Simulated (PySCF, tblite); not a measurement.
# C6H11B2N: excited states

Aim: compute the excited states of C6H11B2N (`CB(C)B1C=CC=CN1`).

Computed with tblite 0.8.0 and PySCF 2.14.0 and routines of our own; the level stands in each step. Atoms count from 0.

## (1) The starting structure

20 atoms, charge 0, multiplicity 1; geometry from: force field or distance geometry start.

## (2) Relaxing the molecule with GFN2-xTB

The job: settings as JSON, then the geometry in Å.

```
{"job": {"kind": "relax", "xc": "GFN2-xTB", "basis": "xTB"}, "charge": 0, "multiplicity": 1}
C     -2.319600     0.834300    -1.121500
B     -1.477500    -0.349400    -0.478200
C     -2.089100    -1.005800     0.838400
B      0.166800    -0.061900    -0.417600
C      0.764500     1.146300     0.367800
C      2.026500     1.217300     0.735200
C      2.897700     0.101600     0.409700
C      2.505300    -0.975300    -0.228200
N      1.182100    -1.195000    -0.694700
H     -3.401900     0.716300    -0.929300
H     -2.043700     0.819200    -2.198800
H     -1.956500     1.819600    -0.734300
H     -2.951200    -0.423500     1.237000
H     -1.336900    -1.044300     1.641500
H     -2.488100    -2.017000     0.583600
H      0.103000     1.979800     0.608500
H      2.366200     2.108400     1.274000
H      3.934200     0.167400     0.731600
H      3.228900    -1.775000    -0.427100
H      0.884200    -2.052400    -1.200600
```

Started as:

```sh
$ OMP_NUM_THREADS=1 python excited_run.py task.json out
```

One launch serves the whole session: the jobs run in the order shown.

Log:

```text
step      E/eV     max force
  0    -647.09873    4.202
  1    -647.56794    1.988
  2    -647.78622    1.227
  3    -647.93579    0.872
  4    -647.97778    0.537
  5    -648.01209    0.282
  6    -648.02429    0.309
  7    -648.04259    0.330
  8    -648.05238    0.274
  9    -648.05959    0.173
 10    -648.06443    0.187
 11    -648.06986    0.204
 12    -648.07522    0.230
 13    -648.08017    0.195
 14    -648.08453    0.147
 15    -648.08896    0.170
 16    -648.09400    0.194
 17    -648.09921    0.224
 18    -648.10372    0.146
 19    -648.10760    0.172
 20    -648.11134    0.184
 21    -648.11546    0.257
 22    -648.12049    0.263
 23    -648.12676    0.171
 24    -648.13410    0.226
 25    -648.14190    0.197
 26    -648.14944    0.263
 27    -648.15619    0.230
 28    -648.16198    0.173
 29    -648.16681    0.154
 30    -648.17093    0.135
 31    -648.17480    0.135
 32    -648.17878    0.158
 33    -648.18274    0.147
 34    -648.18595    0.112
 35    -648.18807    0.122
 36    -648.18975    0.100
 37    -648.19125    0.090
 38    -648.19237    0.079
 39    -648.19344    0.090
 40    -648.19427    0.101
 41    -648.19505    0.080
 42    -648.19593    0.061
 43    -648.19704    0.085
 44    -648.19836    0.092
 45    -648.19959    0.104
 46    -648.20050    0.078
 47    -648.20125    0.060
 48    -648.20206    0.069
 49    -648.20291    0.079
 50    -648.20355    0.057
 51    -648.20391    0.032
 52    -648.20413    0.033
 53    -648.20432    0.026
 54    -648.20447    0.028
 55    -648.20458    0.021
 56    -648.20467    0.020
 57    -648.20480    0.023
 58    -648.20498    0.030
 59    -648.20514    0.022
 60    -648.20522    0.021
 61    -648.20528    0.019
 62    -648.20533    0.021
 63    -648.20542    0.023
 64    -648.20553    0.021
 65    -648.20564    0.026
 66    -648.20577    0.031
 67    -648.20596    0.033
 68    -648.20623    0.038
 69    -648.20657    0.045
 70    -648.20691    0.043
 71    -648.20718    0.033
 72    -648.20740    0.031
 73    -648.20761    0.032
 74    -648.20779    0.036
 75    -648.20795    0.037
 76    -648.20810    0.028
 77    -648.20825    0.025
 78    -648.20837    0.021
 79    -648.20847    0.022
 80    -648.20858    0.021
 81    -648.20870    0.022
 82    -648.20881    0.023
 83    -648.20890    0.022
 84    -648.20896    0.021
 85    -648.20903    0.021
 86    -648.20910    0.019
 87    -648.20916    0.016
 88    -648.20920    0.012
 89    -648.20922    0.010
```

Run time: 0.71 s. Hardware: 1 thread of AMD EPYC 7B13, shared host.

Relaxation path: (not every step is listed)

```tsv
step	energy from step 0 (eV)	largest force (eV/Å)
0	0.0000	4.2025
1	-0.4692	1.9877
2	-0.6875	1.2265
3	-0.8371	0.8724
4	-0.8791	0.5366
5	-0.9134	0.2820
6	-0.9256	0.3089
7	-0.9439	0.3301
8	-0.9536	0.2743
15	-0.9902	0.1699
22	-1.0218	0.2626
29	-1.0681	0.1540
36	-1.0910	0.0996
43	-1.0983	0.0852
50	-1.1048	0.0574
57	-1.1061	0.0234
64	-1.1068	0.0210
71	-1.1084	0.0334
78	-1.1096	0.0210
84	-1.1102	0.0210
85	-1.1103	0.0210
86	-1.1104	0.0191
87	-1.1104	0.0157
88	-1.1105	0.0122
89	-1.1105	0.0098
```

Distances of close pairs at the start and the end, largest changes first:

```tsv
bond	before (Å)	after (Å)	change (Å)
B3–N8	1.546	1.426	-0.121
C7–N8	1.420	1.354	-0.066
C6–C7	1.312	1.358	+0.047
C4–C5	1.316	1.362	+0.045
C5–C6	1.452	1.413	-0.039
B3–C4	1.560	1.528	-0.032
C0–H11	1.119	1.091	-0.028
N8–H19	1.039	1.011	-0.028
```

The next job starts from the end point, and lists it.

## (3) Harmonic vibrations with GFN2-xTB

The job: settings as JSON, then the geometry in Å.

```
{"job": {"kind": "ir", "xc": "GFN2-xTB", "basis": "xTB"}, "charge": 0, "multiplicity": 1}
C     -2.270470     0.700304    -1.211492
B     -1.459636    -0.114191    -0.119622
C     -2.316586    -1.044282     0.838014
B      0.194324     0.029671     0.018097
C      0.922111     1.234115     0.614557
C      2.281302     1.254332     0.692939
C      3.053348     0.166371     0.226347
C      2.440742    -0.922915    -0.305969
N      1.092246    -0.994680    -0.402625
H     -3.310499     0.399269    -1.324398
H     -1.802565     0.672700    -2.194625
H     -2.270594     1.750867    -0.918076
H     -3.262711    -0.590669     1.129346
H     -1.802865    -1.360437     1.743469
H     -2.578108    -1.951485     0.289776
H      0.390516     2.099761     0.992987
H      2.810969     2.102816     1.111617
H      4.129694     0.197603     0.293463
H      3.013348    -1.767994    -0.667645
H      0.740287    -1.850477    -0.809197
```

Log:

```text
mode    cm-1     km/mol
  1      16.5      0.30
  2      30.7      0.83
  3      73.2      0.03
  4      87.1      2.21
  5      96.3      2.82
  6     221.2      0.55
  7     241.0      0.14
  8     316.5      0.54
  9     382.8      0.28
 10     419.2      0.23
 11     449.1      2.32
 12     544.4      0.25
 13     618.7      2.01
 14     630.9     18.71
 15     697.1      0.59
 16     710.4     78.09
 17     781.0      4.28
 18     829.6     93.16
 19     834.4     29.53
 20     864.1      0.02
 21     868.2      1.59
 22     892.6      1.35
 23     897.8      1.26
 24     959.1      0.15
 25    1009.7     86.13
 26    1062.5      8.76
 27    1091.1     95.54
 28    1106.3      6.75
 29    1151.4     28.62
 30    1177.6      0.82
 31    1209.8      2.05
 32    1260.4      1.81
 33    1325.7      2.08
 34    1378.3     22.71
 35    1385.1      7.46
 36    1387.8     38.47
 37    1425.6      8.83
 38    1488.1      2.14
 39    1490.9      1.90
 40    1501.5      2.92
 41    1506.7      2.90
 42    1516.2     71.33
 43    1622.1     59.78
 44    2981.1     22.13
 45    2993.2     36.12
 46    3009.6     16.02
 47    3014.5     79.29
 48    3019.0     56.50
 49    3020.5     36.97
 50    3026.4     41.23
 51    3039.9    106.92
 52    3040.9     51.11
 53    3095.1     62.33
 54    3415.7      0.19
```

Run time: 0.87 s. Hardware: 1 thread of AMD EPYC 7B13, shared host.

Which atoms move in the most intense modes:

```tsv
cm⁻¹	km/mol	atoms
710	78.1	H19 43 %, H17 12 %
830	93.2	B1 25 %, H11 19 %, H14 13 %, C2 11 %
1010	86.1	B3 33 %, C7 11 %
1091	95.5	B1 59 %, C2 11 %
1516	71.3	C5 32 %, C6 25 %, C4 13 %
3014	79.3	H12 50 %, H10 29 %
3040	106.9	H15 71 %, H16 21 %
3095	62.3	H17 90 %
```

## (4) Excited states: TDA PBE0/def2-SVP

Settings changed since step 3:

```diff
@@ -1,2 +1,2 @@
-{"job": {"kind": "ir", "xc": "GFN2-xTB", "basis": "xTB"}, "charge": 0, "multiplicity": 1}
+{"job": {"kind": "states", "xc": "PBE0", "basis": "def2-SVP", "tda": true, "soc": true, "nstates": 6, "ntriplets": 6, "nquad": 4}, "charge": 0, "multiplicity": 1}
 C     -2.270470     0.700304    -1.211492
```

With the program's defaults for keys left out, this is: TDA PBE0/def2-SVP excited states, vertical, gas phase, spin-orbit mean-field couplings.

Log:

```text
coarse grid: 16576 points
cycle   1  E = -338.9473356139  dE =  1.151e+00  |g| = 5.639e-01  |ddm| = 4.797e+00
cycle   2  E = -338.9032368495  dE =  4.410e-02  |g| = 6.912e-01  |ddm| = 1.530e+00
cycle   3  E = -339.0365446151  dE = -1.333e-01  |g| = 1.453e-01  |ddm| = 9.234e-01
cycle   4  E = -339.0422130188  dE = -5.668e-03  |g| = 3.563e-02  |ddm| = 1.845e-01
cycle   5  E = -339.0425313646  dE = -3.183e-04  |g| = 1.082e-02  |ddm| = 4.310e-02
cycle   6  E = -339.0425565157  dE = -2.515e-05  |g| = 3.696e-03  |ddm| = 1.166e-02
cycle   7  E = -339.0425593558  dE = -2.840e-06  |g| = 9.602e-04  |ddm| = 3.936e-03
final grid: 159752 points
cycle   8  E = -339.0871334003  dE = -3.470e-05  |g| = 9.287e-03  |ddm| = 3.759e-02
cycle   9  E = -339.0871276795  dE =  5.721e-06  |g| = 1.062e-02  |ddm| = 1.926e-02
cycle  10  E = -339.0871557913  dE = -2.811e-05  |g| = 1.084e-03  |ddm| = 1.022e-02
cycle  11  E = -339.0871560913  dE = -3.001e-07  |g| = 2.798e-04  |ddm| = 1.418e-03
cycle  12  E = -339.0871561103  dE = -1.895e-08  |g| = 9.436e-05  |ddm| = 3.635e-04
cycle  13  E = -339.0871561125  dE = -2.262e-09  |g| = 2.642e-05  |ddm| = 1.196e-04
cycle  14  E = -339.0871561127  dE = -1.817e-10  |g| = 9.262e-06  |ddm| = 3.894e-05
converged SCF energy = -339.0871561127

Singlet excitations
state   eV       nm        f     d(h-e)  d(exc)  Lambda  PR(NTO)  |dmu|/D   mu/D   main configurations
  1   4.7268   262.3   0.03659   2.662   3.790   0.634   1.016    9.213    9.911   H->L 0.70, H->L+1 0.28
  2   4.9740   249.3   0.02269   0.246   2.559   0.550   1.226    1.280    2.555   H-1->L 0.70, H-1->L+1 0.19
  3   5.4692   226.7   0.05218   1.467   3.251   0.563   1.089    4.824    4.767   H-1->L+1 0.41, H-1->L 0.27, H->L+1 0.16
  4   5.6306   220.2   0.11366   0.325   2.963   0.609   1.376    0.961    2.144   H-1->L+1 0.37, H->L+1 0.32, H->L 0.13
  5   6.1453   201.8   0.00183   0.415   2.601   0.498   1.036                     H-3->L 0.61, H-3->L+1 0.26
  6   6.3832   194.2   0.07982   0.460   2.989   0.718   1.836                     H->L+2 0.59, H-2->L 0.21

Triplet excitations (Tamm-Dancoff)
state   eV     d(h-e)  d(exc)  Lambda  PR(NTO)   main configurations
  1   3.4545   0.170   2.513   0.658   1.038   H->L+1 0.51, H->L 0.43
  2   4.2241   0.374   2.408   0.533   1.011   H-1->L 0.68, H-1->L+1 0.27
  3   4.3829   1.509   3.273   0.676   1.049   H->L 0.47, H->L+2 0.25, H->L+1 0.25
  4   4.9543   1.117   3.124   0.737   1.302   H->L+2 0.63, H->L+1 0.14
  5   5.1169   0.446   2.540   0.629   1.222   H-2->L 0.44, H-2->L+1 0.39
  6   5.2725   1.752   3.214   0.511   1.026   H-1->L+1 0.61, H-1->L 0.27
S1 - T1 = 1.2723 eV

Spin-orbit couplings |<S|Hso|T>| (cm-1)
             T1       T2       T3       T4       T5       T6
S0        0.285    4.457    1.090    1.474    0.377    2.758
S1        2.745    1.113    0.227    0.443    0.488    0.287
S2        0.702    0.172    1.646    0.709    1.099    3.128
S3        1.341    2.327    0.647    1.099    2.228    0.957
S4        1.600    1.457    1.636    1.847    1.080    1.080
S5        0.512    4.774    0.610    0.446    0.165    0.222
S6        0.479    1.443    0.882    1.060    0.055    1.001
T1 sublevels (cm-1): 0.000 0.000 0.000   radiative rates (1/s): 0.00122 0.0679 0.418
```

Wall time 37 s (1 thread of AMD EPYC 7B13, shared host); peak memory 0.82 GiB.

From this job:

```tsv
quantity	value
S1 less T1	1.27 eV
```

The fields below are evaluated on a grid from the run's orbitals.

Frontier orbitals at PBE0/def2-SVP, with the share of their density that lies nearest to each atom:

```tsv
orbital	energy (eV)	lies on
HOMO	-6.28	C4, C6 about 22 % each; C7 18 %; B3 13 %
LUMO	-0.55	B1 31 %; C5 11 %; B3 9 %
```

ELF in a plane through or near 6 of the atoms.

Ten even steps from '0' (0.00) to '9' (1.00):
```
0000000000000000000000000000
0000000000000000000000000000
0000000000000000000000000000
0000001562000100000000000000
0000006997007840000000000000
0000008999149970002310000000
0000004998469950001210000000
0000000332743510000000000000
0001662573766625111000000000
0004996687268558355234200000
0002887662013257598799920000
0000343552025333572599930000
0000001244346410263589810000
0000000134454100399921100000
0000000012332000699930000000
0000000000000000399920000000
0000000000000000046300000000
0000000000000000000000000000
0000000000000000000000000000
0000000000000000000000000000
```
The map spans 13.5 Å across and 9.3 Å up, centred on the molecule. Atoms in the plane (x, y in Å): C0 (2.3, -0.9), C7 (-2.3, 1.1), N8 (-1.0, 1.1), H11 (2.2, -1.9), H18 (-2.8, 2.0), H19 (-0.5, 1.9).

On the surface of density 0.002 e/bohr³ the electrostatic potential runs, from the 1st to the 99th percentile, from -0.88 V near C4 to 1.95 V near H19.

## (5) What came out

| quantity | value |
| --- | --- |
| strongest single infrared mode (GFN2-xTB) | 3040 cm⁻¹, 107 km/mol |
| zero-point energy (GFN2-xTB) | 101.8 kcal/mol |
| S1 less T1 (step 4, TDA PBE0/def2-SVP) | 1.27 eV |
| surface potential, 1st and 99th percentile | -0.88 V and 1.95 V |

No mode is imaginary among the 54: a minimum at this level. Unscaled tight-binding wavenumbers are off by several per cent, some by more. Its intensities can rank the bands wrongly. In step 4, the number of triplets below S1 is 3, and the largest singlet-triplet spin-orbit coupling is S5–T2, 4.77 cm⁻¹. At PBE0/def2-SVP, counted by nearest atom on the grid, the HOMO lies on C4, C6 about 22 % each; C7 18 %, the LUMO on B1 31 %; C5 11 %.
